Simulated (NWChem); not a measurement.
**CuZnH2ClO, step by step**

Aim: a single-point energy (singlet CuZnH2ClO, MP2/6-31G*), then the energy (singlet CuCl, MP2/6-31G*), then a single-point energy (singlet ZnH2O, MP2/6-31G*), then the energy (singlet CuCl, MP2/6-31G*), then the energy (singlet ZnH2O, MP2/6-31G*) of ClCuH2OZn and its partners. 

The results are computed with NWChem 7.3.0.

## 1. The molecule

CuZnH2ClO: 6 atoms, total charge 0, spin state singlet. The two molecules were placed rigidly side by side, at 0.85 times their contact distance; the pair isn't optimised.

Bond lengths: Cl1–Cu2 2.076 Å, Cl1–Zn4 2.671 Å, O3–Zn4 1.774 Å, O3–H5 0.958 Å, Zn4–H6 1.514 Å. Angles: Cu2–Cl1–Zn4 128.7°, Cl1–Zn4–O3 108.6°, Cl1–Zn4–H6 73.4°, O3–Zn4–H6 176.0°, Zn4–O3–H5 117.8°.

## 2. The energy at MP2/6-31G(d) (spherical functions) (run 1)

Contents of job.nw:

```
start job
title "ClCuH2OZn mp2"
memory 2200 mb
charge 0

geometry units bohr noautosym nocenter noautoz
 Cl  1.66966752 -0.59545270  0.83979429
 Cu -1.66966752  0.59545270 -0.83979429
 O   8.22945492 -2.19597514 -0.54339075
 Zn  5.23958693 -3.63260163 -1.03345342
 H   8.53130087 -0.58961345 -1.32040834
 H   2.75100660 -5.01172376 -1.33775602
end

basis spherical bse
 * library 6-31G*
end

scf
 thresh 1e-08
 maxiter 80
 noprint "final vectors analysis"
end

mp2
 freeze core 16
 tight
end

task mp2 energy
```

Launch:

```sh
$ nwchem job.nw > job.out
```

The program printed:

```text
[...]
  functions       =   104
[...]
  wavefunction    = RHF
[...]
         Total SCF energy =  -3951.638631353216
      One-electron energy =  -6483.023015383593
      Two-electron energy =   2047.833513574518
 Nuclear repulsion energy =    483.550870455860
        Time for solution =     47.9s
[...]
          Total MP2 energy         -3952.594355742689
[...]
```

Wall time 55 s (1 thread of Intel Xeon 6975P-C (Granite Rapids), shared host); peak memory 0.42 GiB.

## 3. CuCl: the energy at MP2/6-31G(d) (spherical functions) (run 2)

Contents of clcu.nw:

```
echo
start clcu
memory 2200 mb
charge 0

geometry units atomic noautosym nocenter noautoz
  Cl   1.66966752  -0.59545270   0.83979429
  Cu  -1.66966752   0.59545270  -0.83979429
end

basis spherical bse
  * library 6-31G*
end

scf
  thresh 1e-08
  maxiter 80
  print low
end

mp2
  freeze core 10
  tight
end

task mp2 energy
```

Launch:

```sh
$ nwchem clcu.nw > clcu.out
```

The program printed:

```text
[...]
  functions       =    52
[...]
  wavefunction    = RHF
[...]
         Total SCF energy =  -2098.136403742267
      One-electron energy =  -3178.441727099183
      Two-electron energy =    954.638246121146
 Nuclear repulsion energy =    125.667077235770
        Time for solution =     10.7s
[...]
          Total MP2 energy         -2098.599081810619
[...]
```

It took 13 s on 1 thread of Intel Xeon 6975P-C (Granite Rapids), shared host; peak memory 0.11 GiB.

## 4. ZnH2O: the energy at MP2/6-31G(d) (spherical functions) (run 3)

Contents of test.nw:

```
start test
memory 2200 mb

geometry noautosym nocenter noautoz
  O     4.354840   -1.162060   -0.287550
  Zn    2.772670   -1.922290   -0.546880
  H     4.514570   -0.312010   -0.698730
  H     1.455770   -2.652090   -0.707910
end

basis spherical bse
  * library 6-31G*
end

scf
  thresh 1e-08
  maxiter 80
  print low
end

mp2
  freeze core 6
  tight
end

task mp2
```

Launch:

```sh
$ nwchem test.nw > test.out
```

The program printed:

```text
[...]
  functions       =    52
[...]
  wavefunction    = RHF
[...]
         Total SCF energy =  -1853.502746100130
      One-electron energy =  -2777.315919439948
      Two-electron energy =    829.228924273860
 Nuclear repulsion energy =     94.584249065957
        Time for solution =      6.4s
[...]
          Total MP2 energy         -1853.989567345471
[...]
```

Wall time 8.4 s (1 thread of Intel Xeon 6975P-C (Granite Rapids), shared host); peak memory 0.12 GiB.

## 5. CuCl among ghost functions: a single-point energy at MP2/6-31G(d) (spherical functions, with ghost functions) (run 4)

Contents of job.nw:

```
start job
title "ClCu energy"
memory stack 880 mb heap 220 mb global 1100 mb
geometry units angstroms noautosym nocenter noautoz
   Cl     0.883550    -0.315100     0.444400
   Cu    -0.883550     0.315100    -0.444400
   bqO      4.354840    -1.162060    -0.287550
   bqZn     2.772670    -1.922290    -0.546880
   bqH      4.514570    -0.312010    -0.698730
   bqH      1.455770    -2.652090    -0.707910
end
basis spherical bse
   Cl library 6-31G*
   Cu library 6-31G*
   bqO library O 6-31G*
   bqZn library Zn 6-31G*
   bqH library H 6-31G*
end
scf
   thresh 1e-08
   maxiter 80
   print low
end
mp2
   freeze core 10
   tight
end
task mp2
```

Launch:

```sh
$ nwchem job.nw > job.out
```

The program printed:

```text
[...]
  functions       =   104
[...]
  wavefunction    = RHF
[...]
         Total SCF energy =  -2098.139126178285
      One-electron energy =  -3178.318722346929
      Two-electron energy =    954.512509775165
 Nuclear repulsion energy =    125.667086393481
        Time for solution =     39.0s
[...]
          Total MP2 energy         -2098.605075493588
[...]
```

It took 45 s on 1 thread of Intel Xeon 6975P-C (Granite Rapids), shared host; peak memory 0.3 GiB.

## 6. ZnH2O among ghost functions: the energy at MP2/6-31G(d) (spherical functions, with ghost functions) (run 5)

Contents of run.nw:

```
start run
title "H2OZn energy"
memory 2200 mb

geometry units angstroms noautosym nocenter noautoz
 O     4.354840   -1.162060   -0.287550
 Zn    2.772670   -1.922290   -0.546880
 H     4.514570   -0.312010   -0.698730
 H     1.455770   -2.652090   -0.707910
 bqCl     0.883550    -0.315100     0.444400
 bqCu    -0.883550     0.315100    -0.444400
end

basis spherical bse
 O library 6-31G*
 Zn library 6-31G*
 H library 6-31G*
 bqCl library Cl 6-31G*
 bqCu library Cu 6-31G*
end

scf
 thresh 1e-08
 maxiter 80
 noprint "final vectors analysis"
end

mp2
 freeze core 6
 tight
end

task mp2
```

Launch:

```sh
$ nwchem run.nw > run.out
```

The program printed:

```text
[...]
  functions       =   104
[...]
  wavefunction    = RHF
[...]
         Total SCF energy =  -1853.507587731832
      One-electron energy =  -2777.159234402173
      Two-electron energy =    829.067397604384
 Nuclear repulsion energy =     94.584249065957
        Time for solution =     26.8s
[...]
          Total MP2 energy         -1853.999420810531
[...]
```

Wall time 33 s (1 thread of Intel Xeon 6975P-C (Granite Rapids), shared host); peak memory 0.33 GiB.

## 7. Results

| quantity | value |
| --- | --- |
| run 1, MP2/6-31G*: total energy | -3952.59436 Eh |
| run 1, MP2/6-31G*: correlation energy (16 core orbitals frozen) | -955.7 mEh |
| CuCl: total energy | -2098.59908 Eh |
| CuCl: correlation energy (10 core orbitals frozen) | -462.7 mEh |
| ZnH2O: total energy | -1853.98957 Eh |
| ZnH2O: correlation energy (6 core orbitals frozen) | -486.8 mEh |
| CuCl among ghost functions: total energy | -2098.60508 Eh |
| CuCl among ghost functions: correlation energy (10 core orbitals frozen) | -465.9 mEh |
| ZnH2O among ghost functions: total energy | -1853.99942 Eh |
| ZnH2O among ghost functions: correlation energy (6 core orbitals frozen) | -491.8 mEh |
| interaction energy of the rigid parts CuCl and ZnH2O (parts in their own basis; closest atoms 2.67 Å apart) | -0.155 eV |
| interaction energy of the rigid parts CuCl and ZnH2O (parts in the whole basis, counterpoise; closest atoms 2.67 Å apart) | 0.276 eV |

What this shows: The interaction energy of the rigid parts CuCl and ZnH2O (parts in their own basis; closest atoms 2.67 Å apart) is −0.16 eV (−15.0 kJ/mol). Without counterpoise this holds the superposition error of the basis. The interaction energy of the rigid parts CuCl and ZnH2O (parts in the whole basis, counterpoise; closest atoms 2.67 Å apart) is 0.28 eV (26.6 kJ/mol): the parts repel at this shape. The basis-set superposition error is 41.6 kJ/mol. It is larger than the uncorrected attraction, which is thus an artefact of the basis. Mulliken charges (run 1, MP2/6-31G*) run from -1.04 on O3 to +0.74 on Zn4; they depend strongly on the basis.
